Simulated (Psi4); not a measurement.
# C2H5AlO (SMILES [CH3][Al]1[CH2][O]1) at BLYP/6-31G(d) (spherical functions)

Aim: the energy change on altering one bond length of C2H5AlO at BLYP/6-31G* (spherical functions), from 2 runs. 

Program for the calculation: Psi4 1.11.

### 1 The structure to begin with

C2H5AlO has 9 atoms, charge 0, and is taken as a singlet. As SMILES, `[CH3][Al]1[CH2][O]1`. The shape is that of a PBE0-D4/def2-TZVP optimisation.

Bond lengths: C1–Al2 1.934 Å, Al2–C3 1.883 Å, Al2–O4 1.707 Å, C3–O4 1.488 Å, C1–H5 1.093 Å, C1–H6 1.091 Å, C1–H7 1.094 Å, C3–H8 1.091 Å, C3–H9 1.091 Å. Some angles: C1–Al2–C3 171.7°, C1–Al2–O4 139.6°, C3–Al2–O4 48.7°, Al2–C3–O4 59.5°, Al2–O4–C3 71.8°, Al2–C1–H5 110.3°, Al2–C1–H6 112.2°, Al2–C1–H7 110.1°, Al2–C3–H8 123.8°, Al2–C3–H9 123.8°.

### 2 Energy and forces at BLYP/6-31G(d) (spherical functions)

File job.json:

```json
{
  "schema_name": "qcschema_input",
  "schema_version": 1,
  "molecule": {
    "schema_name": "qcschema_molecule",
    "schema_version": 2,
    "symbols": ["C", "Al", "C", "O", "H", "H", "H", "H", "H"],
    "geometry": [-1.26781726, 2.49481643, -2.0437388, 0.09694295, -0.14494199, 0.08352589, 1.28255712, -2.41922738, 2.54980746, 1.49156083, -3.0415142, -0.18500419, 0.07502213, 2.97631865, -3.53775628, -1.70113146, 4.20653035, -0.97793327, -3.00693221, 1.84588448, -2.95194118, 0.07275446, -3.74260259, 3.56723601, 3.12409523, -2.26275806, 3.46349004],
    "molecular_charge": 0,
    "molecular_multiplicity": 1,
    "fix_symmetry": "c1",
    "fix_com": true,
    "fix_orientation": true
  },
  "driver": "gradient",
  "model": {
    "method": "blyp",
    "basis": "6-31G*"
  },
  "keywords": {
    "puream": true,
    "e_convergence": 1e-09,
    "d_convergence": 1e-08,
    "scf_type": "pk",
    "dft_radial_points": 99,
    "dft_spherical_points": 590,
    "scf_properties": ["MULLIKEN_CHARGES", "DIPOLE", "WIBERG_LOWDIN_INDICES"]
  }
}
```

The run is started by

```sh
$ psi4 --qcschema job.json -n 1 --memory 2200MB
```

stdout:

```text
[...]
  Running in c1 symmetry.
[...]
  Nuclear repulsion =  145.500629799739670
[...]
  Multiplicity = 1
[...]
  Nalpha       = 19
  Nbeta        = 19
[...]
    Number of basis functions: 70
[...]
   @RKS iter   1:  -396.06685824313632    5.47523e-02   1.66409e-02 ADIIS/DIIS
[...]
   @RKS iter  13:  -396.76893985508895   -3.01270e-12   1.60188e-09 DIIS
[...]
  @RKS Final Energy:  -396.76893985508895
   => Energetics <=
    Nuclear Repulsion Energy =            145.5006297997396700
    One-Electron Energy =                -835.9461423170007492
    Two-Electron Energy =                 333.6394231124013459
    DFT Exchange-Correlation Energy =     -39.9628504502292827
    Empirical Dispersion Energy =           0.0000000000000000
    VV10 Nonlocal Energy =                  0.0000000000000000
    Total Energy =                       -396.7689398550889450
[...]
 Multipole Moments:
 ------------------------------------------------------------------------------------
     Multipole            Electronic (a.u.)      Nuclear  (a.u.)        Total (a.u.)
 ------------------------------------------------------------------------------------
 L = 1.  Multiply by 2.5417464519 to convert [e a0] to [Debye]
 Dipole X            :        -12.3414030           11.8449923           -0.4964107
 Dipole Y            :         23.7494461          -22.7394523            1.0099938
 Dipole Z            :         -2.3246809            2.2053103           -0.1193706
 Magnitude           :                                                    1.1317068
[...]
  Mulliken Charges: (a.u.)
   Center  Symbol    Alpha    Beta     Spin     Total
       1     C     3.32752  3.32752  0.00000 -0.65504
       2    AL     6.24480  6.24480  0.00000  0.51039
       3     C     3.07031  3.07031  0.00000 -0.14062
       4     O     4.25024  4.25024  0.00000 -0.50049
       5     H     0.41210  0.41210  0.00000  0.17581
       6     H     0.41221  0.41221  0.00000  0.17557
       7     H     0.41275  0.41275  0.00000  0.17449
       8     H     0.43504  0.43504  0.00000  0.12991
       9     H     0.43502  0.43502  0.00000  0.12997
   Total alpha = 19.00000, Total beta = 19.00000, Total charge = -0.00000
[...]
  -Total Gradient:
     Atom            X                  Y                   Z
    ------   -----------------  -----------------  -----------------
       1        0.000180327424    -0.000360637515     0.001679324177
       2        0.008914899036    -0.018565702016     0.000607668939
       3       -0.001261358651     0.001554912070    -0.015078312319
       4       -0.008566914983     0.018760595970     0.015543249232
       5       -0.003835382240    -0.002066202557     0.005086470189
       6        0.001306767842    -0.005351095687    -0.003387959084
       7        0.005647246621     0.001567645442     0.003210196042
       8        0.003609515795     0.004554918845    -0.003991727029
       9       -0.005977978060    -0.000133105280    -0.003652221847
[...]
```

Wall time 29 s (1 thread of AMD EPYC 7R43 (Zen 3), shared host); peak memory 1.1 GiB.

### 3 The distorted shape: the energy at BLYP/6-31G(d) (spherical functions)

File job.inp:

```
memory 2200 MB

molecule geom {
  0 1
  C     -0.556249     0.867297    -1.363502
  Al     0.165951    -0.529603    -0.237802
  C      0.793351    -1.733103     1.067298
  O      0.903951    -2.062403    -0.379902
  H      0.154351     1.122097    -2.154102
  H     -0.900200     2.226000    -0.517500
  H     -1.476549     0.523897    -1.844102
  H      0.153151    -2.433403     1.605698
  H      1.767851    -1.650303     1.550798
  symmetry c1
}

set basis 6-31G*
set puream true
set e_convergence 1e-09
set d_convergence 1e-08
set scf_type pk
set dft_radial_points 99
set dft_spherical_points 590

result, w = energy("blyp", return_wfn=True)
oeprop(w, "WIBERG_LOWDIN_INDICES", "MAYER_INDICES", "DIPOLE", title="BLYP")
```

The run is started by

```sh
$ psi4 job.inp job.out -n 1
```

job.out:

```text
[...]
  Running in c1 symmetry.
[...]
  Nuclear repulsion =  143.873077679218937
[...]
  Multiplicity = 1
[...]
  Nalpha       = 19
  Nbeta        = 19
[...]
    Number of basis functions: 70
[...]
   @RKS iter   1:  -395.94141645908923    4.42045e-02   1.69051e-02 ADIIS/DIIS
[...]
   @RKS iter  13:  -396.70034469845700   -7.10543e-12   5.01378e-09 DIIS
[...]
    Orbital Energies [Eh]
    ---------------------
    Doubly Occupied:
       1A    -55.433840     2A    -18.755417     3A     -9.951872
       4A     -9.926964     5A     -3.926185     6A     -2.540790
       7A     -2.534731     8A     -2.532356     9A     -0.857258
      10A     -0.609568    11A     -0.541556    12A     -0.373386
      13A     -0.364831    14A     -0.355319    15A     -0.330132
      16A     -0.309453    17A     -0.271071    18A     -0.206556
      19A     -0.171248
[...]
  @RKS Final Energy:  -396.70034469845700
   => Energetics <=
    Nuclear Repulsion Energy =            143.8730776792189374
    One-Electron Energy =                -832.6053146423777207
    Two-Electron Energy =                 331.8710495710878376
    DFT Exchange-Correlation Energy =     -39.8391573063860562
    Empirical Dispersion Energy =           0.0000000000000000
    VV10 Nonlocal Energy =                  0.0000000000000000
    Total Energy =                       -396.7003446984570019
[...]
 Multipole Moments:
 ------------------------------------------------------------------------------------
     Multipole            Electronic (a.u.)      Nuclear  (a.u.)        Total (a.u.)
 ------------------------------------------------------------------------------------
 L = 1.  Multiply by 2.5417464519 to convert [e a0] to [Debye]
 Dipole X            :          1.1026589           -1.5548945           -0.4522356
 Dipole Y            :         -2.4537301            3.3085794            0.8548493
 Dipole Z            :         -0.0486204           -0.1449940           -0.1936144
 Magnitude           :                                                    0.9862915
[...]
```

Run time: 24 s. Hardware: 1 thread of AMD EPYC 7R43 (Zen 3), shared host; peak memory 1.1 GiB.

### 4 Results

At BLYP/6-31G* (spherical functions):

| quantity | value |
| --- | --- |
| first shape: total energy | -396.76894 Eh |
| first shape: dipole moment | 2.88 D |
| first shape: HOMO energy | -4.61 eV |
| first shape: LUMO energy | -1.07 eV |
| first shape: HOMO–LUMO gap | 3.55 eV |
| first shape: largest force on an atom | 1.328 eV/Å |
| distorted shape: total energy | -396.70034 Eh |
| distorted shape: dipole moment | 2.51 D |
| distorted shape: HOMO energy | -4.66 eV |
| distorted shape: LUMO energy | -1.77 eV |
| distorted shape: HOMO–LUMO gap | 2.89 eV |
| energy change with the C1–H6 bond stretched from 1.091 to 1.637 Å | 1.867 eV |

**Reading.** With the C1–H6 bond stretched from 1.091 to 1.637 Å the energy rises by 1.87 eV (180 kJ/mol). The first shape isn't relaxed at this level, so the change isn't measured from a minimum. The largest force (first shape) is 1.33 eV/Å: the shape isn't a stationary point for this species at this level. Mulliken charges (first shape) run from -0.66 on C1 to +0.51 on Al2; they depend strongly on the basis.
